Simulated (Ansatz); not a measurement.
# Cu: a line through a two-coordinate scan

Aim: follow the energy of Cu (I4/mmm, No. 139; 1 atom in the cell) along one coordinate, c/a of the conventional cell, with the other held at volume per atom = 10.492 Å³.

Program: Ansatz 0.2.0. Level of theory: DFT LDA, scalar-relativistic, plane waves, PAW. These are calculated values, not measurements.

40 further runs of the same task are left out: 40 set aside as unsound or not needed.

### 1 Starting point

It takes space group I4/mmm (No. 139, tetragonal). The conventional cell has a = 2.855 Å, b = 2.855 Å, c = 2.682 Å, α = 90.00°, β = 90.00°, γ = 90.00°. Cu (site symmetry 4/mmm) is surrounded by 10 Cu at 2.42 to 2.68 Å.

Coordinates:

```xyz
1
Lattice="-1.4274 1.4274 1.3411 1.4274 -1.4274 1.3411 1.4274 1.4274 -1.3411" Properties=species:S:1:pos:R:3 pbc="T T T"
Cu    0.0000    0.0000    0.0000
```

It goes back to an entry of the Materials Project, which need not be the stable form.

It is the result of an earlier relaxation at this level (volume 10.93 Å³/atom; gap on the mesh: none (metal)).

### 2 Plan of the line

The energy is mapped over volume and the cell's shape.

- volume per atom: 9 values from 10.055 to 11.804 Å³
- c/a of the conventional cell: 9 values from 0.833 to 1.060

Nothing else is relaxed (symmetry fixes all fractional coordinates). Energies count from the relaxed crystal. Points are written as (first, second).

### 3 Point (10.492 Å³, 0.858)

input.yaml

```yaml
crystal:
  lattice:
    - [-1.4511747929, 1.4511747929, 1.2455433247]
    - [1.4511747929, -1.4511747929, 1.2455433247]
    - [1.4511747929, 1.4511747929, -1.2455433247]
  atoms:
    - { symbol: Cu, position: [0.0, 0.0, 0.0] }
basis:
  ecutwfc: 520.0
kpoints:
  mp_grid: { grid: [24, 24, 24] }
hamiltonian:
  xc: lda
  pseudopotentials: { kind: paw, azcp: { folder: soft_1 } }
scf:
  occupations: { method: gaussian, width: 0.15 }
output:
  forces: true
  stress: true
  eigenvalues: true
  write_density: true
  write_potential: true
  elf: true
  volumetric_format: npy
```

Run with:

```
ansatz run input.yaml --threads 1 --pin off --max-ram 2048MiB --backend cpu --events-out ev --progress --plain --runs-dir out
```

The session goes on with these runs: the other points of the line.

**Question.** What will these runs give? Wanted: for each run, c/a of the conventional cell; energy; slope; pressure.

**Answer**, as computed:

| c/a of the conventional cell | step | energy (meV/atom) | slope (meV/atom per unit) | pressure (GPa) |
| --- | --- | --- | --- | --- |
| 0.833 | – | 30.1 | −529 | 9.96 |
| 0.858 | 3 | 19.6 | −297 | 9.25 |
| 0.885 | 4 | 14.3 | −126 | 8.81 |
| 0.912 | 5 | 11.9 | −57 | 8.56 |
| 0.940 | 6 | 11.0 | −15 | 8.39 |
| 0.968 | 7 | 10.9 | 1 | 8.30 |
| 0.998 | 8 | 10.9 | 0 | 8.28 |
| 1.028 | – | 10.7 | −17 | 8.29 |
| 1.060 | 9 | 9.7 | −47 | 8.32 |

Energies count from the relaxed crystal. Rows without a step come from runs not printed here or follow by symmetry. Slopes come from the forces (and the stress, where the cell changes), not from differences of energies.

The lowest point of the line is at 1.060, 9.7 meV/atom from the zero. The highest point computed, at 0.833, lies 20.4 meV/atom above the lowest. This is one cut through a surface in two coordinates; the map's lowest point lies off it.
